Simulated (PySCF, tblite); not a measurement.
# C₅H₁₂P₂Si: geometry, infrared bands and NMR shifts

Aim: predict the infrared bands and NMR shifts of C₅H₁₂P₂Si (`[SiH3]C/P=P/C1CCC1`).

Programs: tblite 0.8.0 and PySCF 2.14.0, with density-fitted response routines of our own. Each step states its level of theory. These are calculated values for one molecule in the gas phase, unless marked as measured. Atoms are numbered from 0 throughout.

**1. The starting structure**

20 atoms, charge 0, multiplicity 1; geometry from: force field or distance geometry start.

Bonds of the start (Å): Si0–C1 1.88, C1–P2 1.83, P2–P3 2.00, P3–C4 1.89, C4–C5 1.53, C5–C6 1.53, C6–C7 1.51, C7–C4 1.49, Si0–H8 1.48, Si0–H9 1.48, Si0–H10 1.45, C1–H11 1.14, C1–H12 1.08, C4–H13 1.09, C5–H14 1.12, C5–H15 1.10, C6–H16 1.10, C6–H17 1.09, C7–H18 1.10, C7–H19 1.13.

**2. Geometry optimisation with GFN2-xTB**

What the job is given:

```
{"job": {"kind": "relax", "xc": "GFN2-xTB", "basis": "xTB"}, "charge": 0, "multiplicity": 1}
Si     4.167000     0.662400    -0.142500
C      3.038200    -0.711600    -0.767300
P      1.426200    -0.665300     0.104800
P     -0.353400    -0.886900    -0.782600
C     -1.841300    -0.788900     0.375400
C     -1.990100     0.692400     0.725100
C     -2.788200     0.788300    -0.579900
C     -3.156300    -0.650300    -0.317000
H      3.333600     1.837600     0.190100
H      4.922300     0.168700     1.028300
H      5.073400     1.033200    -1.216800
H      3.543400    -1.670900    -0.430800
H      2.977500    -0.704800    -1.840600
H     -1.752600    -1.479400     1.211100
H     -0.998700     1.202100     0.693000
H     -2.570300     0.770300     1.658800
H     -2.106100     0.842700    -1.447100
H     -3.588200     1.518700    -0.513900
H     -3.342800    -1.274600    -1.206000
H     -3.998900    -0.673000     0.435600
```

Run with:

```sh
> OMP_NUM_THREADS=1 python probes_run.py task.json out
```

The driver reads the jobs from task.json and runs them one after another.

The program printed:

```text
step      E/eV     max force
  0    -639.57169    3.164
  1    -639.96191    1.754
  2    -640.16682    0.851
  3    -640.27046    0.873
  4    -640.35638    0.777
  5    -640.40958    0.639
  6    -640.45487    0.585
  7    -640.50707    0.651
  8    -640.55858    0.647
  9    -640.60138    0.665
 10    -640.64614    0.561
 11    -640.67827    0.585
 12    -640.70959    0.504
 13    -640.73963    0.403
 14    -640.76434    0.518
 15    -640.78404    0.404
 16    -640.79735    0.230
 17    -640.80775    0.274
 18    -640.81898    0.298
 19    -640.82892    0.251
 20    -640.83697    0.172
 21    -640.84315    0.191
 22    -640.84757    0.212
 23    -640.85080    0.174
 24    -640.85327    0.116
 25    -640.85555    0.127
 26    -640.85824    0.162
 27    -640.86124    0.171
 28    -640.86389    0.114
 29    -640.86608    0.095
 30    -640.86838    0.113
 31    -640.87137    0.147
 32    -640.87477    0.160
 33    -640.87778    0.126
 34    -640.88022    0.108
 35    -640.88271    0.117
 36    -640.88571    0.156
 37    -640.88870    0.173
 38    -640.89068    0.110
 39    -640.89174    0.080
 40    -640.89261    0.070
 41    -640.89373    0.107
 42    -640.89514    0.128
 43    -640.89668    0.113
 44    -640.89832    0.110
 45    -640.90025    0.131
 46    -640.90259    0.134
 47    -640.90510    0.117
 48    -640.90755    0.103
 49    -640.90986    0.155
 50    -640.91254    0.162
 51    -640.91580    0.157
 52    -640.92036    0.139
 53    -640.92347    0.128
 54    -640.92712    0.141
 55    -640.93066    0.135
 56    -640.93484    0.136
 57    -640.93742    0.250
 58    -640.94090    0.257
 59    -640.94419    0.142
 60    -640.94719    0.108
 61    -640.94916    0.120
 62    -640.95160    0.142
 63    -640.95359    0.129
 64    -640.95514    0.093
 65    -640.95615    0.059
 66    -640.95672    0.105
 67    -640.95745    0.065
 68    -640.95809    0.054
 69    -640.95903    0.051
 70    -640.95972    0.062
 71    -640.96048    0.049
 72    -640.96094    0.038
 73    -640.96117    0.038
 74    -640.96133    0.027
 75    -640.96153    0.027
 76    -640.96174    0.037
 77    -640.96197    0.039
 78    -640.96219    0.037
 79    -640.96238    0.030
 80    -640.96256    0.029
 81    -640.96274    0.031
 82    -640.96296    0.032
 83    -640.96316    0.031
 84    -640.96348    0.034
 85    -640.96381    0.041
 86    -640.96415    0.045
 87    -640.96442    0.047
 88    -640.96464    0.047
 89    -640.96484    0.036
 90    -640.96500    0.057
 91    -640.96518    0.034
 92    -640.96538    0.031
 93    -640.96555    0.031
 94    -640.96572    0.030
 95    -640.96590    0.024
 96    -640.96602    0.025
 97    -640.96610    0.019
 98    -640.96616    0.018
 99    -640.96622    0.020
100    -640.96631    0.019
101    -640.96641    0.022
102    -640.96651    0.024
103    -640.96662    0.032
104    -640.96676    0.038
105    -640.96696    0.040
106    -640.96729    0.042
107    -640.96771    0.045
108    -640.96812    0.045
109    -640.96849    0.054
110    -640.96878    0.056
111    -640.96907    0.042
112    -640.96939    0.028
113    -640.96957    0.020
114    -640.96967    0.019
115    -640.96977    0.018
116    -640.96987    0.019
117    -640.96998    0.021
118    -640.97007    0.015
119    -640.97013    0.013
120    -640.97015    0.010
121    -640.97017    0.012
122    -640.97019    0.013
123    -640.97021    0.011
124    -640.97022    0.005
```

Run time: 1.3 s. Hardware: 1 thread of Arm Neoverse V1, shared host.

Along the way: (not every step is listed)

```csv
step,energy from step 0 (eV),largest force (eV/Å)
0,0.0000,3.1639
1,-0.3902,1.7535
2,-0.5951,0.8508
3,-0.6988,0.8734
4,-0.7847,0.7769
5,-0.8379,0.6387
6,-0.8832,0.5849
7,-0.9354,0.6505
8,-0.9869,0.6466
19,-1.2572,0.2513
30,-1.2967,0.1127
41,-1.3220,0.1068
52,-1.3487,0.1394
63,-1.3819,0.1288
74,-1.3896,0.0273
85,-1.3921,0.0408
96,-1.3943,0.0247
107,-1.3960,0.0454
118,-1.3984,0.0153
119,-1.3984,0.0128
120,-1.3985,0.0105
121,-1.3985,0.0119
122,-1.3985,0.0135
123,-1.3985,0.0106
124,-1.3985,0.0049
```

Distances of close pairs at the start and the end, largest changes first:

```csv
bond,before (Å),after (Å),change (Å)
C4–C7,1.493,1.540,+0.048
C1–H11,1.135,1.091,-0.044
C7–H19,1.130,1.089,-0.041
P2–P3,2.001,2.031,+0.030
C6–C7,1.508,1.534,+0.026
Si0–C1,1.885,1.910,+0.025
C5–H14,1.115,1.090,-0.025
P3–C4,1.888,1.867,-0.021
```

The end geometry stands in the next job.

**3. Vibrational analysis with GFN2-xTB**

What the job is given:

```
{"job": {"kind": "ir", "xc": "GFN2-xTB", "basis": "xTB"}, "charge": 0, "multiplicity": 1}
Si     3.887840     0.531204    -0.206148
C      2.962931    -1.086773    -0.625195
P      1.411383    -1.260359     0.370014
P      0.080276    -0.320829    -0.843005
C     -1.425104    -0.442760     0.253802
C     -1.934134     0.937129     0.718816
C     -3.091227     0.833001    -0.282766
C     -2.737563    -0.639599    -0.528239
H      3.050175     1.659721    -0.615581
H      4.138079     0.582737     1.235101
H      5.151808     0.527279    -0.945408
H      3.597780    -1.942739    -0.390673
H      2.732701    -1.120581    -1.689359
H     -1.248513    -1.162761     1.056496
H     -1.249914     1.772514     0.569001
H     -2.259721     0.934148     1.757600
H     -2.940150     1.452585    -1.164236
H     -4.084297     1.022361     0.119242
H     -2.628967    -0.931191    -1.572482
H     -3.418530    -1.334409    -0.039408
```

The program printed:

```text
mode    cm-1     km/mol
  1      16.1      0.07
  2      37.9      0.11
  3      47.3      0.06
  4      60.8      0.45
  5      98.9      0.33
  6     133.5      2.12
  7     172.3      0.84
  8     240.0      1.30
  9     283.4      0.69
 10     300.4      0.06
 11     499.7     26.24
 12     514.5     24.64
 13     650.5     16.00
 14     668.1     13.59
 15     689.0     29.83
 16     721.5      9.23
 17     741.6      6.34
 18     765.9    409.34
 19     771.1    193.15
 20     775.9    166.28
 21     790.7    193.48
 22     808.8      0.22
 23     834.7      0.09
 24     988.7      0.17
 25     996.4      1.60
 26    1033.8     11.54
 27    1038.0      0.39
 28    1050.4      0.93
 29    1053.3      1.28
 30    1090.2      4.36
 31    1109.3     47.53
 32    1170.4      0.41
 33    1181.7      0.12
 34    1204.0      0.05
 35    1225.2     10.15
 36    1243.8      0.22
 37    1261.2      1.02
 38    1262.4      0.27
 39    1421.0      9.10
 40    1469.0      0.17
 41    1472.2      0.45
 42    1490.2      1.55
 43    2258.1    232.56
 44    2263.1    302.35
 45    2264.9    276.46
 46    2926.3     17.51
 47    2962.3     21.77
 48    2975.0      7.30
 49    2976.5     21.91
 50    2983.5     17.32
 51    2998.8      3.08
 52    3002.7     47.51
 53    3014.2    106.02
 54    3018.3     51.24
```

Run time: 1 s. Hardware: 1 thread of Arm Neoverse V1, shared host.

Which atoms move in the most intense modes:

```
cm⁻¹  km/mol                                atoms
 766   409.3                    C1 42 %, Si0 19 %
 771   193.2           H10 50 %, H8 18 %, H9 12 %
 776   166.3                     H9 50 %, H8 44 %
 791   193.5  H10 34 %, H9 20 %, H8 19 %, C1 16 %
2258   232.6                    H10 85 %, H8 11 %
2263   302.4                    H8 85 %, H10 11 %
2265   276.5                              H9 95 %
3014   106.0         H17 65 %, H15 15 %, H19 12 %
```

**4. Shielding tensors: PBE0/pcSseg-1**

Same as in step 3 but for these lines:

```diff
@@ -1,2 +1,2 @@
-{"job": {"kind": "ir", "xc": "GFN2-xTB", "basis": "xTB"}, "charge": 0, "multiplicity": 1}
+{"job": {"kind": "nmr", "xc": "PBE0", "basis": "pcSseg-1"}, "charge": 0, "multiplicity": 1}
 Si     3.887840     0.531204    -0.206148
```

Method: GIAO PBE0/pcSseg-1 NMR shielding, non-relativistic, gas phase.

The program printed:

```text
coarse grid: 17744 points
cycle   1  E = -1169.1275407352  dE =  7.172e-01  |g| = 3.948e-01  |ddm| = 4.169e+00
cycle   2  E = -1169.1119142500  dE =  1.563e-02  |g| = 4.645e-01  |ddm| = 7.421e-01
cycle   3  E = -1169.1669881286  dE = -5.507e-02  |g| = 6.755e-02  |ddm| = 4.618e-01
cycle   4  E = -1169.1675883070  dE = -6.002e-04  |g| = 4.620e-02  |ddm| = 1.420e-01
cycle   5  E = -1169.1682685076  dE = -6.802e-04  |g| = 1.325e-02  |ddm| = 7.829e-02
cycle   6  E = -1169.1683284740  dE = -5.997e-05  |g| = 2.946e-03  |ddm| = 2.151e-02
cycle   7  E = -1169.1683308039  dE = -2.330e-06  |g| = 5.707e-04  |ddm| = 3.961e-03
final grid: 156288 points
cycle   8  E = -1169.2181604681  dE = -3.523e-05  |g| = 9.052e-03  |ddm| = 3.121e-02
cycle   9  E = -1169.2181421177  dE =  1.835e-05  |g| = 1.239e-02  |ddm| = 1.897e-02
cycle  10  E = -1169.2181815758  dE = -3.946e-05  |g| = 8.856e-04  |ddm| = 1.165e-02
cycle  11  E = -1169.2181817128  dE = -1.370e-07  |g| = 5.727e-04  |ddm| = 1.910e-03
cycle  12  E = -1169.2181818265  dE = -1.136e-07  |g| = 1.011e-04  |ddm| = 8.771e-04
cycle  13  E = -1169.2181818294  dE = -2.939e-09  |g| = 3.211e-05  |ddm| = 1.528e-04
cycle  14  E = -1169.2181818297  dE = -2.415e-10  |g| = 6.832e-06  |ddm| = 3.895e-05
converged SCF energy = -1169.2181818297

GIAO shielding tensors (ppm)
atom      isotropic    diamagn.    paramagn.     s11        s22        s33       span
  0 Si     414.065     878.895    -464.830    355.589    426.167    460.440    104.851
  1 C      164.554     260.333     -95.779    140.574    169.538    183.551     42.978
  2 P     -308.158     970.895   -1279.053  -1253.864    -85.893    415.284   1669.148
  3 P     -331.783     970.057   -1301.840  -1281.843   -101.098    387.592   1669.435
  4 C      141.388     250.900    -109.513    121.861    147.703    154.599     32.738
  5 C      156.686     247.656     -90.971    135.679    151.484    182.894     47.215
  6 C      168.162     253.974     -85.813    154.775    166.067    183.643     28.868
  7 C      158.214     251.728     -93.514    140.143    154.154    180.344     40.200
  8 H       28.048      28.630      -0.582     24.549     27.462     32.135      7.586
  9 H       27.765      28.664      -0.899     24.845     25.913     32.537      7.692
 10 H       27.321      27.533      -0.212     23.808     24.856     33.298      9.490
 11 H       29.334      30.292      -0.958     25.258     27.173     35.571     10.312
 12 H       28.792      32.981      -4.189     24.577     27.712     34.087      9.511
 13 H       27.788      34.193      -6.406     23.747     28.055     31.561      7.813
 14 H       29.826      31.303      -1.477     26.395     28.312     34.772      8.377
 15 H       28.819      31.116      -2.298     25.818     27.205     33.433      7.615
 16 H       29.141      30.530      -1.389     26.109     27.112     34.201      8.092
 17 H       29.624      28.885       0.740     26.105     26.438     36.329     10.224
 18 H       29.360      31.080      -1.720     26.238     26.935     34.907      8.670
 19 H       28.762      30.600      -1.838     25.946     26.736     33.603      7.657
```

Run time: 56 s. Hardware: 1 thread of Arm Neoverse V1, shared host; peak memory 0.97 GiB.

The references, computed at this level on geometries of the same kind, shield at (ppm): ¹H TMS 31.72, ¹³C TMS 186.9, ²⁹Si TMS 349.2, ³¹P H3PO4 318.4. Their shielding less the atom's gives the shift. The references are single molecules in the gas phase, so shifts against H2O, NH3, PH3, H3PO4 or CFCl3 are not on the usual liquid scales and can be off by tens of ppm. Atoms listed in one row are averaged.

```csv
atoms,environment,σ (ppm),δ (ppm),δ scaled to CDCl3
C4,sp3 CH bonded to P,141.4,45.5,42.5
"C5, C7",sp3 CH2 in a ring,157.4,29.5,26.9
C1,sp3 CH2 bonded to P and Si,164.6,22.4,19.9
C6,sp3 CH2 in a ring,168.2,18.8,16.4
"H8, H9, H10",hydrogen on a silicon bonded to C,27.71,4.01,–
H13,hydrogen on an sp3 CH bonded to P,27.79,3.93,3.81
"H15, H19",hydrogen on an sp3 CH2 in a ring,28.79,2.93,2.86
"H11, H12",hydrogen on an sp3 CH2 bonded to P and Si,29.06,2.65,2.61
H16,hydrogen on an sp3 CH2 in a ring,29.14,2.58,2.53
"H14, H18",hydrogen on an sp3 CH2 in a ring,29.59,2.12,2.11
H17,hydrogen on an sp3 CH2 in a ring,29.62,2.09,2.08
Si0,"silicon bonded to C, 3 H",414.1,-64.9,–
P3,"phosphorus bonded to C, P",-331.8,650.2,–
P2,"phosphorus bonded to C, P",-308.2,626.5,–
```

The scaled column applies a straight-line fit of computed shieldings to shifts measured in CDCl3 (root-mean-square error 0.16 ppm for H, 1.9 ppm for C).

The run also stored atomic charges by several schemes (e):

```csv
atoms,Mulliken,IAO,Hirshfeld,ESP fit
Si0,0.52,0.61,0.31,0.25
C1,-0.77,-0.72,-0.21,-0.13
P2,0.10,0.14,0.05,-0.17
P3,0.15,0.10,0.05,-0.21
C4,-0.54,-0.28,-0.07,0.56
"C5, C7",-0.15,-0.26,-0.07,-0.35
C6,-0.23,-0.27,-0.07,0.10
```

Mayer bond orders: Si0–C1 0.87, C1–P2 0.96, P2–P3 1.81, P3–C4 0.94, C4–C5 0.98, C5–C6 1.05, C6–C7 1.05, C7–C4 0.99.

Ring of atoms C4, C5, C6, C7: NICS(0) 2.6, NICS(1) 1.3, NICS(1)zz 5.3 ppm (means of both faces).

Orbitals, density, ELF and potential are computed afterwards from the orbital file.

Frontier orbitals at PBE0/pcSseg-1, with the share of their density that lies nearest to each atom:

```csv
orbital,energy (eV),lies on
HOMO,-6.88,"P2, P3 about 38 % each"
LUMO,-2.41,"P2, P3 about 41 % each"
```

ELF in a plane through or near 6 of the atoms.

Ten even steps from ' ' (0.00) to '@' (1.00):
```
                                                        
                                                        
                                                        
                  ..          ..==..                    
              ::**##::      ..@@@@##                    
        ......++%%@@--      ..@@@@@@..    ....          
      --++==..--@@@@::        @@@@%%==--==%%%%          
    ..%%@@%%..==++##    ==::  ::%%**%%**%%@@@@--        
    --@@@@@@==##..::  ::##**::  --++@@--@@@@@@++        
    --@@@@@@  ::++::  ==##++++====::++::%%@@@@--        
      **##====%%%%++::++++--..%%++++**@@==::..          
            --**::++==++++==..%%**%%--==--              
            --**..**====%%----++--**::++**..            
            ++******::--####++::  ==**####--            
            ++++==--..::++**==    ::====++::            
            ::::..    ..====::      ......              
                        ....                            
                                                        
                                                        
                                                        
```
The map spans 15.5 Å across and 8.8 Å up, centred on the molecule. Atoms in the plane (x, y in Å): Si0 (-3.8, 0.8), C1 (-3.0, -1.0), C6 (3.1, 0.5), C7 (2.7, -0.9), H14 (1.4, 1.8), H17 (4.1, 0.7).

log10 of the density (e/Å³) in the same plane.

Values, 10 rows by 14 columns:
```
-4.0 -4.0 -4.0 -4.0 -4.0 -4.0 -4.0 -4.0 -4.0 -4.0 -4.0 -4.0 -4.0 -4.0
-4.0 -4.0 -3.7 -3.1 -2.8 -3.3 -4.0 -3.5 -2.8 -3.2 -4.0 -4.0 -4.0 -4.0
-4.0 -3.4 -2.5 -1.7 -1.3 -2.1 -3.1 -2.2 -0.9 -1.7 -2.4 -3.0 -4.0 -4.0
-4.0 -2.6 -1.3 -0.7 -0.3 -1.5 -2.0 -1.6  0.0 -0.5 -0.9 -1.6 -3.5 -4.0
-4.0 -2.2 -0.5  0.7 -0.3 -1.4 -1.0 -0.9 -0.4  0.2  0.2 -0.9 -3.1 -4.0
-4.0 -2.6 -1.3 -0.6  0.0 -0.7 -0.1  0.2 -0.1  0.1 -0.4 -1.7 -3.5 -4.0
-4.0 -3.4 -2.4 -0.9  0.4 -0.5 -0.2 -0.3 -0.5  1.0 -0.5 -2.4 -4.0 -4.0
-4.0 -4.0 -3.0 -1.3 -0.6 -1.2 -1.1 -1.2 -1.6 -0.7 -1.1 -2.7 -4.0 -4.0
-4.0 -4.0 -4.0 -2.7 -2.3 -2.4 -2.3 -2.5 -2.9 -2.4 -2.6 -3.8 -4.0 -4.0
-4.0 -4.0 -4.0 -4.0 -3.8 -3.9 -3.7 -4.0 -4.0 -3.9 -4.0 -4.0 -4.0 -4.0
```
The map spans 15.5 Å across and 8.8 Å up, centred on the molecule. Atoms in the plane (x, y in Å): Si0 (-3.8, 0.8), C1 (-3.0, -1.0), C6 (3.1, 0.5), C7 (2.7, -0.9), H14 (1.4, 1.8), H17 (4.1, 0.7).

On the surface of density 0.002 e/bohr³ the electrostatic potential runs, from the 1st to the 99th percentile, from -0.70 V near P2 to 0.94 V near H10.

**5. Results**

```
                                                               quantity                                         value
                              strongest single infrared mode (GFN2-xTB)                          766 cm⁻¹, 409 km/mol
                                           zero-point energy (GFN2-xTB)                                 95.8 kcal/mol
¹³C shifts against TMS (PBE0/pcSseg-1, means over atoms taken as alike)                    45.5, 29.5, 22.4, 18.8 ppm
 ¹H shifts against TMS (PBE0/pcSseg-1, means over atoms taken as alike)  4.01, 3.93, 2.93, 2.65, 2.58, 2.12, 2.09 ppm
                                ²⁹Si shifts against TMS (PBE0/pcSseg-1)                                     -64.9 ppm
                               ³¹P shifts against H3PO4 (PBE0/pcSseg-1)                              650.2, 626.5 ppm
                                  surface potential, 1st and 99th percentile                            -0.70 V and 0.94 V
```

What this shows: Over 124 steps the energy fell by 1.399 eV; of the close pairs, C4–C7 changed most, 1.493 to 1.540 Å. No mode is imaginary among the 54: a minimum at this level. The strongest single mode, at 766 cm⁻¹, is spread over many atoms; the largest shares are those of C1, Si0. Unscaled tight-binding wavenumbers are off by several per cent, some by more. Its intensities can rank the bands wrongly. At PBE0/pcSseg-1, counted by nearest atom on the grid, the HOMO lies on P2, P3 about 38 % each, the LUMO on P2, P3 about 41 % each.
